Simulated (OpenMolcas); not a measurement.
# Eu⁴⁺: CASSCF and CASPT2 terms and fine-structure levels, part 2 of 2

Wanted: the level scheme of Eu⁴⁺ from active-space wave functions, then second-order correlation under several settings.

OpenMolcas 26.06; ANO-R1, X2C, active space 5 electrons in 7 orbitals (4f), orbitals: per spin and parity. Earlier steps stand in the parts before.

## (7) CASPT2: IPEA 0.3, imaginary shift 0.05 (closed shells correlated: 5s 5p), extended multistate

The input, a.inp:

```
>>> COPY JOB001 $Project.JobIph
&CASPT2
XMultistate=18 1 2 3 4 5 6 7 8 9 10 11 12 13 14 15 16 17 18
Frozen=14 9
IPEA=0.3
Imaginary=0.05
MaxIter=60
WThr=0.0 0.3 0.05
PrWF=0.5
NoMix
>>> COPY JOB002 $Project.JobIph
&CASPT2
XMultistate=48 1 2 3 4 5 6 7 8 9 10 11 12 13 14 15 16 17 18 19 20 21 22
23 24 25 26 27 28 29 30 31 32 33 34 35 36 37 38 39 40 41 42 43 44 45 46
47 48
Frozen=14 9
IPEA=0.3
Imaginary=0.05
MaxIter=60
WThr=0.0 0.3 0.05
PrWF=0.5
NoMix
```

Run with:

```sh
$ OMP_NUM_THREADS=1 MOLCAS_MEM=2252 MOLCAS_PROJECT=a pymolcas a.inp > a.log
```

The program printed:

```text
Orbital specifications:
      -----------------------

      Symmetry species                           1   2
                                                ag  au
      Frozen orbitals                           14   9
      Inactive orbitals                          1   3
      Active orbitals                            0   7
      Secondary orbitals                         7  10
      Deleted orbitals                           0   0
      Number of basis functions                 22  29
Type of calculation                        XMS-CASPT2
      Fock operator                              state-average
      IPEA shift                                 0.30
      Real shift                                 0.00
      Imaginary shift                            0.05
      The input orbitals will be transformed to quasi-canonical
      The input states will be rotated to diagonalize the Fock operator
Reference energy:      -10836.5234664540
      E2 (Non-variational):      -0.0943798949
      Shift correction:          -0.0000291928
      E2 (Variational):          -0.0944090877
      Total energy:          -10836.6178755417
      Residual norm:              0.0000003190
      Reference weight:           0.96944
      Contributions to the CASPT2 correlation energy
      Active & Virtual Only:         -0.0017133641
      One Inactive Excited:          -0.0182306271
      Two Inactive Excited:          -0.0744359037
Reference energy:      -10836.5234664540
      E2 (Non-variational):      -0.0942064772
      Shift correction:          -0.0000289711
      E2 (Variational):          -0.0942354483
      Total energy:          -10836.6177019023
      Residual norm:              0.0000003318
      Reference weight:           0.96957
      Contributions to the CASPT2 correlation energy
      Active & Virtual Only:         -0.0016846010
      One Inactive Excited:          -0.0181108959
      Two Inactive Excited:          -0.0744109803
::    XMS-CASPT2 Root  1     Total energy: -10836.61762719
::    XMS-CASPT2 Root  2     Total energy: -10836.61755406
::    XMS-CASPT2 Root  3     Total energy: -10836.61739916
::    XMS-CASPT2 Root  4     Total energy: -10836.61715855
::    XMS-CASPT2 Root  5     Total energy: -10836.61694574
::    XMS-CASPT2 Root  6     Total energy: -10836.61689380
::    XMS-CASPT2 Root  7     Total energy: -10836.61675643
::    XMS-CASPT2 Root  8     Total energy: -10836.61672565
::    XMS-CASPT2 Root  9     Total energy: -10836.61659663
::    XMS-CASPT2 Root 10     Total energy: -10836.61651136
::    XMS-CASPT2 Root 11     Total energy: -10836.61631312
::    XMS-CASPT2 Root 12     Total energy: -10836.58852789
::    XMS-CASPT2 Root 13     Total energy: -10836.58833888
::    XMS-CASPT2 Root 14     Total energy: -10836.58819696
::    XMS-CASPT2 Root 15     Total energy: -10836.58797051
::    XMS-CASPT2 Root 16     Total energy: -10836.58782105
::    XMS-CASPT2 Root 17     Total energy: -10836.58780521
::    XMS-CASPT2 Root 18     Total energy: -10836.58751359
Orbital specifications:
      -----------------------

      Symmetry species                           1   2
                                                ag  au
      Frozen orbitals                           14   9
      Inactive orbitals                          1   3
      Active orbitals                            0   7
      Secondary orbitals                         7  10
      Deleted orbitals                           0   0
      Number of basis functions                 22  29
Type of calculation                        XMS-CASPT2
      Fock operator                              state-average
      IPEA shift                                 0.30
      Real shift                                 0.00
      Imaginary shift                            0.05
      The input orbitals will be transformed to quasi-canonical
      The input states will be rotated to diagonalize the Fock operator
Reference energy:      -10836.4227581946
      E2 (Non-variational):      -0.0928988914
      Shift correction:          -0.0000257710
      E2 (Variational):          -0.0929246624
      Total energy:          -10836.5156828570
      Residual norm:              0.0000001527
      Reference weight:           0.97083
      Contributions to the CASPT2 correlation energy
      Active & Virtual Only:         -0.0018946201
      One Inactive Excited:          -0.0163271570
      Two Inactive Excited:          -0.0746771143
Reference energy:      -10836.4227581946
      E2 (Non-variational):      -0.0925846381
      Shift correction:          -0.0000251437
      E2 (Variational):          -0.0926097818
      Total energy:          -10836.5153679764
      Residual norm:              0.0000001383
      Reference weight:           0.97113
      Contributions to the CASPT2 correlation energy
      Active & Virtual Only:         -0.0018860634
      One Inactive Excited:          -0.0160704327
      Two Inactive Excited:          -0.0746281420
::    XMS-CASPT2 Root  1     Total energy: -10836.51598963
::    XMS-CASPT2 Root  2     Total energy: -10836.51596662
::    XMS-CASPT2 Root  3     Total energy: -10836.51591738
::    XMS-CASPT2 Root  4     Total energy: -10836.51590449
::    XMS-CASPT2 Root  5     Total energy: -10836.51586564
::    XMS-CASPT2 Root  6     Total energy: -10836.51584852
::    XMS-CASPT2 Root  7     Total energy: -10836.51583061
::    XMS-CASPT2 Root  8     Total energy: -10836.51581611
::    XMS-CASPT2 Root  9     Total energy: -10836.51579318
::    XMS-CASPT2 Root 10     Total energy: -10836.51574250
::    XMS-CASPT2 Root 11     Total energy: -10836.51570540
::    XMS-CASPT2 Root 12     Total energy: -10836.51568643
::    XMS-CASPT2 Root 13     Total energy: -10836.51566600
::    XMS-CASPT2 Root 14     Total energy: -10836.51523917
::    XMS-CASPT2 Root 15     Total energy: -10836.51518318
::    XMS-CASPT2 Root 16     Total energy: -10836.51517151
::    XMS-CASPT2 Root 17     Total energy: -10836.51514133
::    XMS-CASPT2 Root 18     Total energy: -10836.51510884
::    XMS-CASPT2 Root 19     Total energy: -10836.51509042
::    XMS-CASPT2 Root 20     Total energy: -10836.51502172
::    XMS-CASPT2 Root 21     Total energy: -10836.51220697
::    XMS-CASPT2 Root 22     Total energy: -10836.51216306
::    XMS-CASPT2 Root 23     Total energy: -10836.51215112
::    XMS-CASPT2 Root 24     Total energy: -10836.51210884
::    XMS-CASPT2 Root 25     Total energy: -10836.51209803
::    XMS-CASPT2 Root 26     Total energy: -10836.51209327
::    XMS-CASPT2 Root 27     Total energy: -10836.51207373
::    XMS-CASPT2 Root 28     Total energy: -10836.51206721
::    XMS-CASPT2 Root 29     Total energy: -10836.51204502
::    XMS-CASPT2 Root 30     Total energy: -10836.51203987
```

Time for this run: 26 s (1 thread of AMD EPYC 9R14 (Zen 4), shared host).

XMS-CASPT2: lowest energy less the reference's lowest, -0.0935 hartree; reference weights 0.969 to 0.972.

The roots that group into whole terms:

```tsv
configuration	term	E (cm⁻¹)	spread (cm-1)
4f⁵	⁶H°	0.0	288
4f⁵	⁶F°	6350	222
```

Levels with spin-orbit coupling, from the RASSI matrix with the averaged CASPT2 term energies on its diagonal:

```
Configuration  Term     J  E (cm⁻¹)       g  Leading %  Second
          4f⁵   ⁶H°   5/2       0.0   0.293         97   3 ⁴G°
          4f⁵   ⁶H°   7/2      1175   0.829         98   2 ⁴G°
          4f⁵   ⁶H°   9/2      2580   1.071         99        
          4f⁵   ⁶H°  11/2      4150   1.202         99        
          4f⁵   ⁶H°  13/2      5780   1.280         98        
          4f⁵   ⁶H°  15/2      7400   1.329         96   4 ⁴I°
          4f⁵   ⁶F°   1/2      8470  -0.671        100        
          4f⁵   ⁶F°   3/2      8660   1.056         98        
          4f⁵   ⁶F°   5/2      9110   1.306         97   3 ⁴F°
          4f⁵   ⁶F°   7/2      9960   1.392         97   3 ⁴F°
          4f⁵   ⁶F°   9/2     11300   1.433         98   2 ⁴F°
          4f⁵   ⁶F°  11/2     13200   1.456        100
```

Transitions at XMS-CASPT2 energies (vacuum wavelengths; branching counts decays inside the model space alone):

```tsv
upper	lower	type	λ (nm)	A (s-1)	branching %
4f⁵ ⁶F°_5/2	4f⁵ ⁶H°_5/2	M1	1097	1.16e-02	55.0
4f⁵ ⁶F°_7/2	4f⁵ ⁶H°_7/2	M1	1139	9.53e-03	14.7
4f⁵ ⁶F°_3/2	4f⁵ ⁶H°_5/2	M1	1155	3.62e-03	71.8
4f⁵ ⁶F°_3/2	4f⁵ ⁶H°_5/2	E2	1155	4.31e-04	8.6
4f⁵ ⁶F°_1/2	4f⁵ ⁶H°_5/2	E2	1181	1.05e-03	100.0
4f⁵ ⁶F°_3/2	4f⁵ ⁶H°_7/2	E2	1336	3.55e-04	7.0
4f⁵ ⁶F°_7/2	4f⁵ ⁶H°_9/2	M1	1356	2.64e-03	4.1
4f⁵ ⁶F°_11/2	4f⁵ ⁶F°_9/2	M1	5253	2.50e-01	99.6
4f⁵ ⁶H°_13/2	4f⁵ ⁶H°_11/2	M1	6128	3.45e-01	100.0
4f⁵ ⁶H°_15/2	4f⁵ ⁶H°_13/2	M1	6148	1.92e-01	100.0
4f⁵ ⁶H°_11/2	4f⁵ ⁶H°_9/2	M1	6399	3.90e-01	100.0
4f⁵ ⁶H°_9/2	4f⁵ ⁶H°_7/2	M1	7099	3.02e-01	100.0
4f⁵ ⁶F°_9/2	4f⁵ ⁶F°_7/2	M1	7465	1.56e-01	95.9
4f⁵ ⁶H°_7/2	4f⁵ ⁶H°_5/2	M1	8512	1.39e-01	100.0
4f⁵ ⁶F°_7/2	4f⁵ ⁶F°_5/2	M1	11850	5.14e-02	79.2
4f⁵ ⁶F°_5/2	4f⁵ ⁶F°_3/2	M1	22050	8.95e-03	42.4
4f⁵ ⁶F°_3/2	4f⁵ ⁶F°_1/2	M1	51990	6.33e-04	12.6
```

## (8) CASPT2: IPEA 0, imaginary shift 0.4 (closed shells correlated: none)

The input, a.inp:

```
>>> COPY JOB001 $Project.JobIph
&CASPT2
Multistate=18 1 2 3 4 5 6 7 8 9 10 11 12 13 14 15 16 17 18
Frozen=15 12
IPEA=0.0
Imaginary=0.4
MaxIter=60
WThr=0.0 0.3 0.05
PrWF=0.5
NoMix
>>> COPY JOB002 $Project.JobIph
&CASPT2
Multistate=48 1 2 3 4 5 6 7 8 9 10 11 12 13 14 15 16 17 18 19 20 21 22
23 24 25 26 27 28 29 30 31 32 33 34 35 36 37 38 39 40 41 42 43 44 45 46
47 48
Frozen=15 12
IPEA=0.0
Imaginary=0.4
MaxIter=60
WThr=0.0 0.3 0.05
PrWF=0.5
NoMix
```

Run with:

```sh
$ OMP_NUM_THREADS=1 MOLCAS_MEM=2252 MOLCAS_PROJECT=a pymolcas a.inp > a.log
```

The program printed:

```text
Orbital specifications:
      -----------------------

      Symmetry species                           1   2
                                                ag  au
      Frozen orbitals                           15  12
      Inactive orbitals                          0   0
      Active orbitals                            0   7
      Secondary orbitals                         7  10
      Deleted orbitals                           0   0
      Number of basis functions                 22  29
Type of calculation                        MS-CASPT2
      Fock operator                              state-specific
      IPEA shift                                 0.00
      Real shift                                 0.00
      Imaginary shift                            0.40
      The input orbitals will be transformed to quasi-canonical
Reference energy:      -10836.5234664540
      E2 (Non-variational):      -0.0016580624
      Shift correction:          -0.0000782596
      E2 (Variational):          -0.0017363220
      Total energy:          -10836.5252027760
      Residual norm:              0.0000008357
      Reference weight:           0.99914
      Contributions to the CASPT2 correlation energy
      Active & Virtual Only:         -0.0016580624
      One Inactive Excited:           0.0000000000
      Two Inactive Excited:           0.0000000000
Reference energy:      -10836.5234664540
      E2 (Non-variational):      -0.0016548069
      Shift correction:          -0.0000775203
      E2 (Variational):          -0.0017323272
      Total energy:          -10836.5251987812
      Residual norm:              0.0000008647
      Reference weight:           0.99914
      Contributions to the CASPT2 correlation energy
      Active & Virtual Only:         -0.0016548069
      One Inactive Excited:           0.0000000000
      Two Inactive Excited:           0.0000000000
::    CASPT2 Root  1     Total energy: -10836.52520278
::    CASPT2 Root  2     Total energy: -10836.52519878
::    CASPT2 Root  3     Total energy: -10836.52520359
::    CASPT2 Root  4     Total energy: -10836.52520664
::    CASPT2 Root  5     Total energy: -10836.52519841
::    CASPT2 Root  6     Total energy: -10836.52519102
::    CASPT2 Root  7     Total energy: -10836.52520420
::    CASPT2 Root  8     Total energy: -10836.52520525
::    CASPT2 Root  9     Total energy: -10836.52520335
::    CASPT2 Root 10     Total energy: -10836.52519907
::    CASPT2 Root 11     Total energy: -10836.52520318
::    CASPT2 Root 12     Total energy: -10836.49513685
::    CASPT2 Root 13     Total energy: -10836.49513653
::    CASPT2 Root 14     Total energy: -10836.49513660
::    CASPT2 Root 15     Total energy: -10836.49513689
::    CASPT2 Root 16     Total energy: -10836.49513661
::    CASPT2 Root 17     Total energy: -10836.49513640
::    CASPT2 Root 18     Total energy: -10836.49513685
::    MS-CASPT2 Root  1     Total energy: -10836.52522681
::    MS-CASPT2 Root  2     Total energy: -10836.52521732
::    MS-CASPT2 Root  3     Total energy: -10836.52520988
::    MS-CASPT2 Root  4     Total energy: -10836.52520699
::    MS-CASPT2 Root  5     Total energy: -10836.52520221
::    MS-CASPT2 Root  6     Total energy: -10836.52520131
::    MS-CASPT2 Root  7     Total energy: -10836.52519587
::    MS-CASPT2 Root  8     Total energy: -10836.52519362
::    MS-CASPT2 Root  9     Total energy: -10836.52518947
::    MS-CASPT2 Root 10     Total energy: -10836.52518720
::    MS-CASPT2 Root 11     Total energy: -10836.52518575
::    MS-CASPT2 Root 12     Total energy: -10836.49513690
Orbital specifications:
      -----------------------

      Symmetry species                           1   2
                                                ag  au
      Frozen orbitals                           15  12
      Inactive orbitals                          0   0
      Active orbitals                            0   7
      Secondary orbitals                         7  10
      Deleted orbitals                           0   0
      Number of basis functions                 22  29
Type of calculation                        MS-CASPT2
      Fock operator                              state-specific
      IPEA shift                                 0.00
      Real shift                                 0.00
      Imaginary shift                            0.40
      The input orbitals will be transformed to quasi-canonical
Reference energy:      -10836.4227581946
      E2 (Non-variational):      -0.0022282057
      Shift correction:          -0.0001181974
      E2 (Variational):          -0.0023464031
      Total energy:          -10836.4251045977
      Residual norm:              0.0000000224
      Reference weight:           0.99878
      Contributions to the CASPT2 correlation energy
      Active & Virtual Only:         -0.0022282057
      One Inactive Excited:           0.0000000000
      Two Inactive Excited:           0.0000000000
Reference energy:      -10836.4227581946
      E2 (Non-variational):      -0.0022157167
      Shift correction:          -0.0001161396
      E2 (Variational):          -0.0023318563
      Total energy:          -10836.4250900509
      Residual norm:              0.0000000221
      Reference weight:           0.99879
      Contributions to the CASPT2 correlation energy
      Active & Virtual Only:         -0.0022157167
      One Inactive Excited:           0.0000000000
      Two Inactive Excited:           0.0000000000
::    CASPT2 Root  1     Total energy: -10836.42510460
::    CASPT2 Root  2     Total energy: -10836.42509005
::    CASPT2 Root  3     Total energy: -10836.42509452
::    CASPT2 Root  4     Total energy: -10836.42509161
::    CASPT2 Root  5     Total energy: -10836.42510246
::    CASPT2 Root  6     Total energy: -10836.42507702
::    CASPT2 Root  7     Total energy: -10836.42509579
::    CASPT2 Root  8     Total energy: -10836.42508495
::    CASPT2 Root  9     Total energy: -10836.42508864
::    CASPT2 Root 10     Total energy: -10836.42507887
::    CASPT2 Root 11     Total energy: -10836.42508891
::    CASPT2 Root 12     Total energy: -10836.42507440
::    CASPT2 Root 13     Total energy: -10836.42507752
::    CASPT2 Root 14     Total energy: -10836.42451926
::    CASPT2 Root 15     Total energy: -10836.42448986
::    CASPT2 Root 16     Total energy: -10836.42449574
::    CASPT2 Root 17     Total energy: -10836.42451653
::    CASPT2 Root 18     Total energy: -10836.42450141
::    CASPT2 Root 19     Total energy: -10836.42450873
::    CASPT2 Root 20     Total energy: -10836.42450517
::    CASPT2 Root 21     Total energy: -10836.42243704
::    CASPT2 Root 22     Total energy: -10836.42243797
::    CASPT2 Root 23     Total energy: -10836.42243845
::    CASPT2 Root 24     Total energy: -10836.42243916
::    CASPT2 Root 25     Total energy: -10836.42244163
::    CASPT2 Root 26     Total energy: -10836.42243967
::    CASPT2 Root 27     Total energy: -10836.42243886
::    CASPT2 Root 28     Total energy: -10836.42243789
::    CASPT2 Root 29     Total energy: -10836.42243894
::    CASPT2 Root 30     Total energy: -10836.42244348
```

This run: 16 s of run time, 1 thread of AMD EPYC 9R14 (Zen 4), shared host.

SS-CASPT2: lowest energy less the reference's lowest, -0.0017 hartree; reference weights 0.998 to 0.999. These are the single-state energies of the run (the lines without MS-).

Fine-structure levels, from the RASSI matrix with the averaged CASPT2 term energies on its diagonal:

```csv
Configuration,Term,J,E (cm⁻¹),g,Leading %
4f⁵,⁶H°,5/2,0.0,0.293,97
4f⁵,⁶H°,7/2,1176,0.829,98
4f⁵,⁶H°,9/2,2590,1.071,99
4f⁵,⁶H°,11/2,4150,1.202,99
4f⁵,⁶H°,13/2,5780,1.279,98
4f⁵,⁶H°,15/2,7400,1.329,96
4f⁵,⁶F°,1/2,8720,-0.671,100
4f⁵,⁶F°,3/2,8910,1.056,98
4f⁵,⁶F°,5/2,9350,1.306,97
4f⁵,⁶F°,7/2,10200,1.392,97
4f⁵,⁶F°,9/2,11540,1.433,98
4f⁵,⁶F°,11/2,13460,1.456,100
```

## (9) The methods side by side

A. CASSCF
B. SS-CASPT2, IPEA 0.2 (closed shells correlated: none)
C. XMS-CASPT2, IPEA 0.3, imaginary shift 0.05 (closed shells correlated: 5s 5p)
D. SS-CASPT2, IPEA 0, imaginary shift 0.4 (closed shells correlated: none)

Energies in cm⁻¹ above each method's lowest level.

```tsv
level	A	B	C	D
4f⁵ ⁶H°_5/2	0.0	0.0	0.0	0.0
4f⁵ ⁶H°_7/2	1174	1176	1175	1176
4f⁵ ⁶H°_9/2	2582	2590	2580	2590
4f⁵ ⁶H°_11/2	4143	4150	4150	4150
4f⁵ ⁶H°_13/2	5774	5780	5780	5780
4f⁵ ⁶H°_15/2	7398	7400	7400	7400
4f⁵ ⁶F°_1/2	8777	8730	8470	8720
4f⁵ ⁶F°_3/2	8965	8920	8660	8910
4f⁵ ⁶F°_5/2	9414	9360	9110	9350
4f⁵ ⁶F°_7/2	10257	10210	9960	10200
4f⁵ ⁶F°_9/2	11600	11550	11300	11540
4f⁵ ⁶F°_11/2	13510	13470	13200	13460
```

## (10) What came out

The summary covers parts 1 to 2.

| quantity | value |
| --- | --- |
| method | SS-CASPT2, IPEA 0.2 (closed shells correlated: none) |
| lowest level | 4f⁵ ⁶H°_5/2, 97 % of that term, g = 0.293 |
| ground level listed by NIST | 6H°5/2 |
| first excited level | 4f⁵ ⁶H°_7/2 at 1176 cm⁻¹ |
| lowest level of another term | 4f⁵ ⁶F°_1/2 at 8730 cm⁻¹ |
| spin-orbit lowering of the lowest level | 4830 cm⁻¹ |
| strongest of the lines computed, by gA (one parity, so forbidden lines), at XMS-CASPT2 energies | 4f⁵ ⁶H°_13/2 → 4f⁵ ⁶H°_11/2, 6128 nm, A = 3.45e-01 s⁻¹ |

What each method costs and misses:

```tsv
method	time of its own steps	time with the reference	mean absolute difference from method B (cm-1)
A. CASSCF	48 s	48 s	26
B. SS-CASPT2, IPEA 0.2, +none	16 s	64 s	0
C. XMS-CASPT2, IPEA 0.3, imaginary shift 0.05, +5s 5p	26 s	74 s	130
D. SS-CASPT2, IPEA 0, imaginary shift 0.4, +none	16 s	64 s	5.3
```

Times are of one thread on a shared host.

What this shows: The multiplet ⁶H° is regular; its intervals divided by the larger J differ by 43 % of their mean, where Landé's rule for pure LS coupling makes them equal. Second-order correlation (method B) scales the levels of the lowest configuration above 5000 cm⁻¹ by 1.00. Only the configurations of the active space and the roots asked for are present. Not all states of the active space went into the spin-orbit step. High states of lower spin are left out of the spin-orbit mixing. The basis is small and contracted for the neutral atom, so it is rough for this charge. Only valence configurations of the active space appear, up to the ionisation limit; * or ° marks odd parity.
